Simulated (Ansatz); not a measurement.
**WF+ (quintet): wave-function methods side by side, def2-SVP**

An exercise on one series of results from a longer session: the logs are not shown, and one member is left open.

Computed with Ansatz 0.2.0, Gaussian basis. Level: def2-SVP, core rule «outside noble gas», up to 5 orbitals frozen.

To be run: UHF; CCSD(T) on ROHF; CCSD(T) on UHF; CISD; CCSDT(Q) on ROHF; CCSDT(Q) on UHF; CASSCF and MRCISD+Q, 12 electrons in 10 orbitals; CASSCF and NEVPT2, 12 electrons in 10 orbitals.

23 further runs of the same task are left out: 5 for a known fault of the program, 8 that didn't finish, 10 set aside as unsound or not needed.

## What is computed

The geometry is a PBE0/def2-TZVP stationary point (not a proven minimum) of the parent state, kept for this charge and spin. No spin-orbit coupling is included. Elements past krypton take def2 core potentials.

2 atoms, charge 1, spin multiplicity 5.

Atoms are counted from 1 here; the program's logs count them from 0.

Bond lengths: W1–F2 1.838 Å.

As a file:

```
W     0.00000    0.00000    0.00000
F     0.00000    0.00000    1.83824
```

The first run:

Input file in.yaml:

```yaml
crystal:
  periodic: [false, false, false]
  atoms:
    - {symbol: W, position_ang: [0.000000, 0.000000, 0.000000]}
    - {symbol: F, position_ang: [0.000000, 0.000000, 1.838237]}
basis:
  gaussian: {orbitals: def2-SVP}
total_charge: 1
magnetization: {spin_polarized: true, initial_magnetization: 4}
hamiltonian: {xc: hf}
output: {orbitals: {seedname: orbitals}}
```

Launch:

```
> ansatz run in.yaml --threads 1 --pin off --events-out ev --progress --plain --max-ram 2393MiB
```

Steps of the session up to this table: UHF; CCSD(T) on ROHF; CCSD(T) on UHF; CISD; CCSDT(Q) on ROHF; CCSDT(Q) on UHF; CASSCF and MRCISD+Q, 12 electrons in 10 orbitals; CASSCF and NEVPT2, 12 electrons in 10 orbitals.

One table of the session follows, with a row left open; its other results are not shown here.

```
          method  from RCCSDT(Q) (meV)
            ROHF               +7288.8
             UHF               +7137.1
            RMP2                +376.7
            UMP2                +251.7
           RCCSD                +232.0
           UCCSD                +136.6
        RCCSD(T)                 +22.0
        UCCSD(T)                 -73.4
          RCCSDT                  +3.6
          UCCSDT                     ?
       RCCSDT(Q)                     0
       UCCSDT(Q)                -115.2
  CASSCF valence               +5478.9
  NEVPT2 valence                +942.4
  MRCISD valence                +309.9
MRCISD+Q valence                 +42.9
```

Q: Estimate the row for UCCSDT from the others.

As computed: from RCCSDT(Q) (meV): -91.5. In the column «from RCCSDT(Q) (meV)» it lies between UCCSDT(Q) (-115.2) and UCCSD(T) (-73.4).

Not comparable, so not listed: CISD (they don't share determinant, frozen orbitals or solution with the rows shown, or repeat one).

To keep in mind: Restricted and unrestricted rows rest on different reference determinants; where their highest levels disagree by more than a few hundredths of an eV, they describe different states and don't form one ladder.
